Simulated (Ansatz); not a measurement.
# KC: the cost of one run

Computed with Ansatz 0.2.0 (DFT PBE, scalar-relativistic, plane waves, PAW, unless a step's input says otherwise).

**1. The starting structure**

It takes space group P6_3/mmc (No. 194, hexagonal). Conventional cell: a = 4.379 Å, b = 4.379 Å, c = 6.061 Å, α = 90.00°, β = 90.00°, γ = 120.00°. K (site symmetry -6m2) is surrounded by 3 C at 2.53 Å. C (site symmetry -6m2) has 3 K at 2.53 Å as nearest neighbours.

Structure file:

```
K C
1.0
     4.37864    0.00000    0.00000
    -2.18932    3.79201    0.00000
     0.00000    0.00000    6.06053
K C
2 2
Cartesian
  0.0000 2.5280 1.5151
  2.1893 1.2640 4.5454
  0.0000 2.5280 4.5454
  2.1893 1.2640 1.5151
```

Recipe of the guess: random cell by space group and Wyckoff sites (P6_3/mmc, No. 194). Lengths come from tabulated atomic sizes and are only a guess.

**2. A first look at the guess**

File input.yaml:

```yaml
crystal:
  lattice:
    - [4.37864098, 0.0, 0.0]
    - [-2.18932049, 3.79201432, 0.0]
    - [0.0, 0.0, 6.06052874]
  atoms:
    - { symbol: K, position: [0.33333333, 0.66666667, 0.25] }
    - { symbol: K, position: [0.66666667, 0.33333333, 0.75] }
    - { symbol: C, position: [0.33333333, 0.66666667, 0.75] }
    - { symbol: C, position: [0.66666667, 0.33333333, 0.25] }
basis:
  ecutwfc: 420
kpoints:
  mp_grid: { grid: [6, 6, 4] }
hamiltonian:
  xc: pbe
scf:
  occupations: { method: gaussian, width: 0.1 }
  lower_state_search: "off"
output:
  forces: true
  stress: true
  eigenvalues: true
```

Command:

```bash
$ ansatz run input.yaml --threads 1 --pin off --max-ram 2048MiB --backend cpu --events-out ev --progress --plain --runs-dir out
```

Q: Estimate wall time and peak memory on 1 thread of Arm Neoverse V2, shared host.

About 2.5 s, with a peak of 0.39 GiB.
